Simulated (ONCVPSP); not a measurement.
**Cobalt: generating and testing an ONCV potential**

Do these settings give a usable potential? It is generated, then checked for transferability, scattering, ghosts and hardness.

Method: ONCVPSP 4.0.1.1 (patched build), PBEsol, scalar-relativistic.

## Step 1: The atom and the settings

Typed settings, in words:

| Property | Result |
| --- | --- |
| element | cobalt (Co, Z = 27) |
| type | optimised norm-conserving Vanderbilt (ONCV) |
| frozen core | [Ne] |
| valence charge | 17 |
| reference configuration | 3s2 3p6 3d7 (charge +2) |
| partial waves | 3s: rc 0.95 bohr, ncon 4, nbas 8, qcut 11.4 1/bohr, 3 projectors, debl 3.5 Ha; 3p: rc 0.90 bohr, ncon 4, nbas 7, qcut 8.5 1/bohr, 2 projectors, debl 2.6 Ha; 3d: rc 1.45 bohr, ncon 3, nbas 8, qcut 12.5 1/bohr, 2 projectors, debl 1.3 Ha |
| local potential | polynomial inside 0.60 bohr (lpopt 3, dvloc0 0 Ha) |
| core correction | Teter function fitted to the true core (icmod 2), fcfact 0.25 |

An earlier all-electron run gives the scale for the radii.

All-electron outer shells of the reference configuration (PBEsol, scalar-relativistic, ld1.x):

```tsv
shell	level (eV)	outermost node (bohr)	outermost maximum (bohr)
3s	-121.17	0.31	0.67
3p	-84.56	0.28	0.68
3d	-27.03	–	0.66
4s	-20.73	0.95	2.10
4p	-14.45	1.03	2.50
```

## Step 2: Generating the potential

Input file Co.dat:

```
# ATOM AND REFERENCE CONFIGURATION
# atsym  z   nc   nv     iexc    psfile
  Co 27.00    3    3  -116133      upf
#
#   n    l    f
    1    0    2.00
    2    0    2.00
    2    1    6.00
    3    0    2.00
    3    1    6.00
    3    2    7.00
#
# PSEUDOPOTENTIAL AND OPTIMIZATION
# lmax
    2
#
#   l,   rc,      ep,       ncon, nbas, qcut
    0    0.95    0.00    4    8   11.40
    1    0.90    0.00    4    7    8.50
    2    1.45    0.00    3    8   12.50
#
# LOCAL POTENTIAL
# lloc, lpopt,  rc(5),   dvloc0
    4    3    0.60    0.00
#
# VANDERBILT-KLEINMAN-BYLANDER PROJECTORs
# l, nproj, debl
    0    3    3.50
    1    2    2.60
    2    2    1.30
#
# MODEL CORE CHARGE
# icmod, fcfact, rcfact
    2    0.25    0.90
#
# LOG DERIVATIVE ANALYSIS
# epsh1, epsh2, depsh
   -6.00    5.00    0.04
#
# OUTPUT GRID
# rlmax, drl
    6.00    0.01
#
# TEST CONFIGURATIONS
# ncnf
    4
# nvcnf
#   n    l    f
    4
    3    0    2.00
    3    1    6.00
    3    2    7.00
    4    0    2.00
#
    4
    3    0    2.00
    3    1    6.00
    3    2    7.00
    4    0    1.00
#
    3
    3    0    2.00
    3    1    6.00
    3    2    6.00
#
    4
    3    0    2.00
    3    1    6.00
    3    2    7.50
    4    0    1.50
#
```

Started as:

```bash
oncvpsp.x < Co.dat > Co.out
```

Before running it: what results should come out? Wanted: cutoffs for 1 and 0.1 mHa per electron, occupied waves; bound ghosts; GHOST(+) flags; largest test error; largest phase difference near zero energy, channels read; rms error of d²Exc/dn², without and with the model core; projector energies reset by the program.

As calculated:

```
                                                quantity                                            value
  cutoffs for 1 and 0.1 mHa per electron, occupied waves                                 54 Ha and 108 Ha
                                            bound ghosts                                       none found
                                          GHOST(+) flags                                      s at 943 eV
                            largest test error (AE − PS)                         +39 meV, for 3s2 3p6 3d6
largest phase difference near zero energy, channels read                                        0.000 rad
 rms error of d²Exc/dn², without and with the model core                                2.35 and 1.32 mHa
                 projector energies reset by the program  s: -4.453, 0.250, 3.750 Ha; p: -3.108, 0.250 Ha
```

In words: The worst unpolarised test, 3s2 3p6 3d6, is off by 39 meV on 35.8 eV; by total energies transferability rates as fair. It counts as hard, with 54 Ha needed at the looser tolerance. It is free of bound ghosts as far as tested. Near zero energy the phases of the channels with partial waves agree within 0.001 rad. The program also flags highly localised states, GHOST(+) (s). These are tests on the free atom; a crystal test is still owed.
